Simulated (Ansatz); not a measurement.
**C4H12O4Sn: how energies converge with the basis set**

The task here is to estimate one member of a computed series from the others.

Method: one geometry, several basis sets; program: Ansatz 0.2.0, Gaussian basis.

Levels to be run: PBE0-D4/def2-SVP; ωB97M-V/def2-SVP; PBE0-D4/def2-QZVPP; ωB97M-V/def2-QZVPP; the functionals' def2-TZVPP values are taken from earlier runs.

## Structure used throughout

An earlier PBE0-D4 in a triple-zeta def2 set relaxation fixed the geometry. Sn takes the def2 core potential; no spin-orbit term is included.

SMILES `C[O][Sn]([O]C)([O]C)[O]C`, 21 atoms, charge 0, spin multiplicity 1.

Atoms are counted from 1 here; the program's logs count them from 0.

Bond lengths: C1–O2 1.412 Å, C1–H10 1.093 Å, C1–H11 1.097 Å, C1–H12 1.097 Å, O2–Sn3 1.944 Å, Sn3–O4 1.944 Å, Sn3–O6 1.944 Å, Sn3–O8 1.944 Å, O4–C5 1.412 Å, C5–H13 1.097 Å, C5–H14 1.093 Å, C5–H15 1.097 Å, O6–C7 1.412 Å, C7–H16 1.093 Å, C7–H17 1.097 Å, C7–H18 1.097 Å, O8–C9 1.412 Å, C9–H19 1.097 Å and more. Angles: O2–C1–H10 107.6°, O2–C1–H11 112.4°, O2–C1–H12 112.4°, H10–C1–H11 108.1°, H10–C1–H12 108.1°, H11–C1–H12 108.1°, C1–O2–Sn3 119.4°, O2–Sn3–O4 112.2°, O2–Sn3–O6 104.3°, O2–Sn3–O8 112.1°, O4–Sn3–O6 112.1°, O4–Sn3–O8 104.2°, O6–Sn3–O8 112.2°, Sn3–O4–C5 119.4°, O4–C5–H13 112.4°, O4–C5–H14 107.6°, O4–C5–H15 112.4°, H13–C5–H14 108.1° and more.

Set-up of the first run:

in.yaml

```yaml
crystal:
  periodic: [false, false, false]
  atoms:
    - {symbol: C, position_ang: [2.301200, 0.830457, -1.566005]}
    - {symbol: O, position_ang: [1.563200, 1.080214, -0.388080]}
    - {symbol: Sn, position_ang: [-0.005589, 0.000579, 0.002063]}
    - {symbol: O, position_ang: [-1.337816, 0.105848, -1.409669]}
    - {symbol: C, position_ang: [-1.880106, 1.362264, -1.758670]}
    - {symbol: O, position_ang: [-0.667006, 0.708895, 1.687225]}
    - {symbol: C, position_ang: [-1.819995, 0.141216, 2.272741]}
    - {symbol: O, position_ang: [0.419346, -1.892766, 0.118578]}
    - {symbol: C, position_ang: [1.375107, -2.331923, 1.060990]}
    - {symbol: H, position_ang: [3.131756, 1.540291, -1.592428]}
    - {symbol: H, position_ang: [2.719045, -0.183442, -1.590021]}
    - {symbol: H, position_ang: [1.701474, 0.974294, -2.473079]}
    - {symbol: H, position_ang: [-1.116847, 2.058764, -2.126723]}
    - {symbol: H, position_ang: [-2.604635, 1.198416, -2.560298]}
    - {symbol: H, position_ang: [-2.402155, 1.839519, -0.920295]}
    - {symbol: H, position_ang: [-2.017402, 0.679489, 3.203163]}
    - {symbol: H, position_ang: [-1.685931, -0.920080, 2.515283]}
    - {symbol: H, position_ang: [-2.704232, 0.235732, 1.630588]}
    - {symbol: H, position_ang: [1.076602, -2.110025, 2.092885]}
    - {symbol: H, position_ang: [1.465142, -3.416367, 0.959664]}
    - {symbol: H, position_ang: [2.364540, -1.890675, 0.889284]}
basis:
  gaussian: {orbitals: def2-SVP}
hamiltonian: {xc: pbe0, dispersion: d4}
output: {orbitals: {seedname: orbitals}}
```

Command:

```sh
$ ansatz run in.yaml --threads 4 --pin off --events-out ev --progress --plain --max-ram 46080MiB --backend cpu
```

Steps of the session up to this table: PBE0-D4 in def2-SVP; ωB97M-V in def2-SVP; PBE0-D4 in def2-QZVPP; ωB97M-V in def2-QZVPP.

One of the session's tables, all rows but one given; the rest of the session is left out.

It belongs to the step «Functionals by basis». 

| functional | basis | HOMO (eV) |
| --- | --- | --- |
| PBE0-D4 | def2-SVP | -7.90 |
| PBE0-D4 | def2-TZVPP | -8.04 |
| PBE0-D4 | def2-QZVPP | -8.07 |
| ωB97M-V | def2-SVP | ? |
| ωB97M-V | def2-TZVPP | -10.46 |
| ωB97M-V | def2-QZVPP | -10.48 |

Estimate the missing values for ωB97M-V, def2-SVP.

The run gave: HOMO (eV): -10.31. In the column «HOMO (eV)» it lies between ωB97M-V, def2-TZVPP (-10.46) and PBE0-D4, def2-QZVPP (-8.07).
